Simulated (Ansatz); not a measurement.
# YCl₃: a relaxed scan of the bond length Cl1–Y2

An exercise on one series of results from a longer session: the logs are not shown, and one member is left open.

Method: single points in def2-TZVPP; program: Ansatz 0.2.0, Gaussian basis.

Levels: PBE-D4, r2SCAN-D4, PBE0-D4, B3LYP-D4, wB97M-V, Hartree-Fock, MP2, CCSD, CCSD(T). The scan takes 2.142, 2.227, 2.351, 2.495, 2.656, 2.829, 3.013, 3.206, 3.407 Å.

Cores are frozen in the correlated methods. Core potentials replace the inner electrons past krypton, and spin-orbit coupling is left out. B3LYP uses VWN-RPA correlation.

27 further runs of the same task are left out: 27 set aside as unsound or not needed.

**The starting structure**

SMILES `[Cl][Y]([Cl])[Cl]`, 4 atoms, charge 0, spin multiplicity 1.

Atoms are counted from 1 here; the program's logs count them from 0.

Bond lengths: Cl1–Y2 3.190 Å, Y2–Cl3 2.634 Å, Y2–Cl4 2.734 Å. Angles: Cl1–Y2–Cl3 99.3°, Cl1–Y2–Cl4 101.6°, Cl3–Y2–Cl4 147.4°.

Coordinates:

```
Cl   -1.8370   -0.6377    1.7898
Y     0.3041   -0.1841   -0.5307
Cl    2.4635   -1.0462    0.7071
Cl   -0.8751    1.8077   -1.9865
```

The first run:

pre/in.yaml

```yaml
crystal:
  periodic: [false, false, false]
  atoms:
    - {symbol: Cl, position_ang: [-1.837000, -0.637700, 1.789800]}
    - {symbol: Y, position_ang: [0.304100, -0.184100, -0.530700]}
    - {symbol: Cl, position_ang: [2.463500, -1.046200, 0.707100]}
    - {symbol: Cl, position_ang: [-0.875100, 1.807700, -1.986500]}
basis:
  gaussian: {orbitals: def2-SVP}
hamiltonian: {xc: pbe, dispersion: d4}
relax: {f_tol: 0.03, max_steps: 250}
```

No record of the launch command was kept for these runs.

Among the steps run: A first relaxation in a small basis; Relaxation at PBE0-D4; Reference energies at the minimum; Cl1–Y2 = 2.142 Å; Cl1–Y2 = 2.227 Å; Cl1–Y2 = 2.351 Å; Cl1–Y2 = 2.495 Å; Cl1–Y2 = 2.656 Å; Cl1–Y2 = 2.829 Å; Cl1–Y2 = 3.013 Å; Cl1–Y2 = 3.206 Å; Cl1–Y2 = 3.407 Å.

One table of the session follows, with a row left open; its other results are not shown here.

Energies less that of the minimum at the same level (kJ/mol):

| bond length (Å) | PBE-D4 | PBE0-D4 | B3LYP-D4 | wB97M-V | Hartree-Fock |
| --- | --- | --- | --- | --- | --- |
| 2.142 | 75.5 | 74.0 | 81.4 | 79.4 | 98.3 |
| 2.227 | 34.3 | 32.9 | 37.7 | 36.3 | 48.0 |
| 2.351 | 5.1 | 4.4 | 6.2 | 5.6 | 9.4 |
| 2.434 (minimum) | 0.0 | 0.0 | 0.0 | 0.0 | 0.0 |
| 2.495 | ? | ? | ? | ? | ? |
| 2.656 | 19.4 | 21.8 | 18.2 | 19.9 | 13.9 |
| 2.829 | 51.8 | 56.4 | 50.5 | 54.0 | 46.0 |
| 3.013 | 91.9 | 98.9 | 90.8 | 97.2 | 88.5 |
| 3.206 | 134.8 | 144.4 | 134.0 | 144.2 | 135.7 |
| 3.407 | 178.5 | 190.6 | 178.9 | 191.9 | 184.0 |

Estimate the missing values for bond length (Å) = 2.495.

**Answer.** PBE-D4: 1.4; PBE0-D4: 2.0; B3LYP-D4: 0.9; wB97M-V: 1.3; Hartree-Fock: -0.9.
